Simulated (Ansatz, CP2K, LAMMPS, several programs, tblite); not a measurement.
Energy against volume for Cd3HgS4, ordered on the zincblende lattice (I-42m) with 8 atoms a cell, at fixed shape and fractional coordinates, computed by several methods (PBE and r2SCAN, where shown, with plane waves in Ansatz); the cell shown is that of r2SCAN. With free coordinates or axes held, a curve is too stiff, and on another method's shape its minimum isn't the method's own volume. Space group I-42m (No. 121), tetragonal; conventional cell a = 5.891 Å, c = 11.783 Å, 25.55 Å³ an atom. Cd is surrounded by 4 S at 2.54 Å; S is surrounded by 3 Cd at 2.54 Å and 1 Hg at 2.57 Å; Hg is surrounded by 4 S at 2.57 Å. No spin polarisation. The prototype was imposed, so other structures may be more stable. Energies count from each curve's lowest point; fits are third-order Birch-Murnaghan.

```cif
data_structure
_symmetry_space_group_name_H-M 'I-42m'
_symmetry_Int_Tables_number 121
_cell_length_a 5.8905
_cell_length_b 5.8905
_cell_length_c 11.7825
_cell_angle_alpha 90.000
_cell_angle_beta 90.000
_cell_angle_gamma 90.000
_cell_volume 408.83
loop_
_atom_site_label
_atom_site_type_symbol
_atom_site_symmetry_multiplicity
_atom_site_Wyckoff_symbol
_atom_site_fract_x
_atom_site_fract_y
_atom_site_fract_z
_atom_site_occupancy
Cd1 Cd 4 d 0.00000 0.50000 0.25000 1
S1 S 8 i 0.24809 0.75191 0.37409 1
Cd2 Cd 2 b 0.50000 0.50000 0.00000 1
Hg1 Hg 2 a 0.00000 0.00000 0.00000 1
```

**Question.** GFN1-xTB (tblite), on the shape of the cell shown, as a cluster of 64 atoms at the zone centre, gives

| V (Å³/atom) | E (meV/atom) |
| --- | --- |
| 22.486 | 96.05 |
| 24.019 | 28.06 |
| 25.552 | 0.00 |
| 27.085 | 1.13 |
| 28.618 | 24.02 |

This method closes the gap of a crystal that DFT finds insulating, so its curve rests on a wrong state.
What equilibrium volume and bulk modulus follow?

**Answer.** V₀ = 26.23 Å³ an atom and B₀ = 45 GPa.

**Question.** PBE/SZV (CP2K), on the shape of the cell shown, gives

| V (Å³/atom) | E (meV/atom) |
| --- | --- |
| 22.486 | 113.80 |
| 24.019 | 26.76 |
| 25.552 | 0.00 |
| 27.085 | 16.62 |
| 28.618 | 64.38 |

What equilibrium volume and bulk modulus follow?

**Answer.** V₀ = 25.65 Å³ an atom and B₀ = 73 GPa.

GFN2-xTB (tblite), on the shape of the cell shown, as a cluster of 64 atoms at the zone centre:
```tsv
V (Å³/atom)	E (meV/atom)
22.486	136.24
24.019	68.87
25.552	29.19
27.085	5.62
28.618	0.00
```
This method closes the gap of a crystal that DFT finds insulating, so its curve rests on a wrong state.
The lowest point is an end point, so the minimum isn't bracketed.

PBE, on the shape of its own relaxed cell:
```
V (Å³/atom)  E (meV/atom)
     24.655         17.45
     25.442          4.12
     26.229          0.00
     27.015          3.65
     27.802         13.86
```
V₀ = 26.23 Å³ an atom and B₀ = 53 GPa.

**Question.** CdTeZnSeHgS0.sw (LAMMPS), on the shape of its own relaxed cell, gives
```tsv
V (Å³/atom)	E (meV/atom)
23.414	19.09
24.161	4.58
24.909	0.00
25.656	4.24
26.403	16.33
```
What equilibrium volume and bulk modulus follow?

**Answer.** V₀ = 24.91 Å³ an atom and B₀ = 63 GPa.

Spin-orbit coupling is left out; in compounds of Pb, Bi, Tl or Hg it can lower a gap by up to about 1 eV, split its edges or invert the bands.
